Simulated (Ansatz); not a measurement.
**GaO− (triplet): wave-function methods side by side, aug-cc-pVTZ**

An exercise on one series of results from a longer session: the logs are not shown, and one member is left open.

Method: aug-cc-pVTZ, core rule «outside noble gas», up to 15 orbitals frozen; program: Ansatz 0.2.0, Gaussian basis.

Plan: UHF; CCSD(T) on ROHF; CCSD(T) on UHF; BCCD(T) on ROHF; CCSDT(Q) on ROHF; CCSDT(Q) on UHF.

3 further runs of the same task are left out: 2 for a known fault of the program, 1 set aside as unsound or not needed.

## The system

The geometry is a PBE0/def2-TZVPD stationary point (not a proven minimum) of the parent state, kept for this charge and spin. No spin-orbit coupling is included. The filled d shell of Ga may be among the frozen orbitals whatever the setting's name suggests; the logs give the count.

2 atoms, charge -1, spin multiplicity 3.

Atoms are counted from 1 here; the program's logs count them from 0.

Bond lengths: O1–Ga2 1.712 Å.

The first run:

in.yaml

```yaml
crystal:
  periodic: [false, false, false]
  atoms:
    - {symbol: O, position_ang: [0.000000, 0.000000, 0.000000]}
    - {symbol: Ga, position_ang: [0.000000, 0.000000, 1.712200]}
basis:
  gaussian: {orbitals: aug-cc-pVTZ}
total_charge: -1
magnetization: {spin_polarized: true, initial_magnetization: 2}
hamiltonian: {xc: hf}
output: {orbitals: {seedname: orbitals}}
```

The run is started by

```bash
ansatz run in.yaml --threads 1 --pin off --events-out ev --progress --plain --max-ram 4096MiB --backend cpu
```

Among the steps run: UHF; CCSD(T) on ROHF; CCSD(T) on UHF; BCCD(T) on ROHF; CCSDT(Q) on ROHF; CCSDT(Q) on UHF.

One of the session's tables, all rows but one given; the rest of the session is left out.

| method | from RCCSDT(Q) (kJ/mol) |
| --- | --- |
| RMP2 | +30.1 |
| UMP2 | +110.5 |
| RCCSD | +55.0 |
| UCCSD | +50.1 |
| RCCSD(T) | +3.8 |
| UCCSD(T) | +8.3 |
| BCCD(T) | +4.2 |
| RCCSDT | +3.4 |
| UCCSDT | +2.9 |
| RCCSDT(Q) | 0 |
| UCCSDT(Q) | ? |

**Question.** Estimate the row for UCCSDT(Q).

**Answer.** from RCCSDT(Q) (kJ/mol): -3.0. In the column «from RCCSDT(Q) (kJ/mol)» it is the lowest.

Left out of the table: ROHF, UHF (another determinant or state than the rows shown).

To keep in mind: Warnings: coupled cluster took another determinant than the lowest. Restricted and unrestricted rows rest on different reference determinants; where their highest levels disagree by more than a few hundredths of an eV, they describe different states and don't form one ladder.
